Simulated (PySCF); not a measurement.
# B2F2H3N: the cost of one run

Computed with PySCF 2.14.0, with density-fitted response routines of our own, on a single molecule in the gas phase. Atoms are numbered from 0 throughout.

### 1 The starting structure

8 atoms, charge 0, multiplicity 1; geometry from: GFN2-xTB. The atoms were then displaced at random by about 0.01 Å, so the start is not that level's minimum.

Bonds of the start (Å): N0–B1 1.37, B1–B2 1.67, B2–F3 1.37, B2–F4 1.34, N0–H5 1.04, N0–H6 0.99, B1–H7 1.18.

### 2 Geometry optimisation at PBE0-D3(BJ)/def2-SVP

What the job is given:

```
{"job": {"xc": "PBE0", "basis": "def2-SVP", "d3": "d3bj", "grid": 1, "shake": 0.01, "kind": "geom"}, "charge": 0, "multiplicity": 1}
N     -1.308770    -0.187090     0.207130
B     -0.202830     0.426080    -0.319420
B      1.338820    -0.122600    -0.004630
F      2.147380     0.294690     1.014510
F      2.020560    -0.999860    -0.758310
H     -2.269160     0.166460     0.014670
H     -1.310680    -0.965940     0.812010
H     -0.360180     1.369120    -1.018430
```

The run is started by

```console
$ OMP_NUM_THREADS=1 python probes_run.py task.json out
```

The driver reads the jobs from task.json and runs them one after another.

**Question.** How long does this first job take on 1 thread of Arm Neoverse V1, shared host, and how much memory does it need?

About 18 s, with a peak of 0.33 GiB.
